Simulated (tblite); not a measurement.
# C3H10OS2Si2: the cost of one run

Programs: tblite 0.8.0 and PySCF 2.14.0, with density-fitted response routines of our own. Each step states its level of theory. These are calculated values for one molecule in the gas phase, unless marked as measured. Atoms are numbered from 0 throughout.

### 1 Starting geometry

18 atoms, charge 0, multiplicity 1; geometry from: force field or distance geometry start.

Bonds of the start (Å): C0–C1 1.52, C1–S2 1.69, C1–C3 1.52, C3–Si4 1.85, Si4–O5 1.67, Si4–Si6 2.34, Si6–S7 2.15, C0–H8 1.09, C0–H9 1.09, C0–H10 1.09, C3–H11 1.11, C3–H12 1.10, Si4–H13 1.48, O5–H14 0.98, Si6–H15 1.50, Si6–H16 1.48, S7–H17 1.34.

### 2 Optimising the geometry with GFN2-xTB

Job settings and geometry (Å):

```
{"job": {"kind": "relax", "xc": "GFN2-xTB", "basis": "xTB"}, "charge": 0, "multiplicity": 1}
C      2.690100    -0.504400    -0.203000
C      1.501100    -1.076600     0.541400
S      1.211200    -2.738200     0.511800
C      0.579700    -0.134100     1.291600
Si    -0.583900     0.873000     0.262900
O      0.213500     1.845800    -0.839800
Si    -2.121200    -0.516200    -0.825000
S     -3.468100     0.714500    -1.956000
H      2.357200    -0.164500    -1.187100
H      3.083800     0.350900     0.352700
H      3.478700    -1.238300    -0.332900
H     -0.005300    -0.703900     2.044700
H      1.210900     0.544200     1.885900
H     -1.341200     1.788500     1.139200
H     -0.334400     2.449900    -1.375000
H     -2.921700    -1.281200     0.185600
H     -1.425900    -1.428500    -1.760400
H     -4.133200     1.225200    -0.914900
```

The run is started by

```bash
> OMP_NUM_THREADS=1 python probes_run.py task.json out
```

This one command runs all jobs of the session in turn.

Q: Estimate the wall time and peak memory of this first job on 1 thread of Arm Neoverse N1, shared host.

About 2.5 s, with a peak of 0.18 GiB.
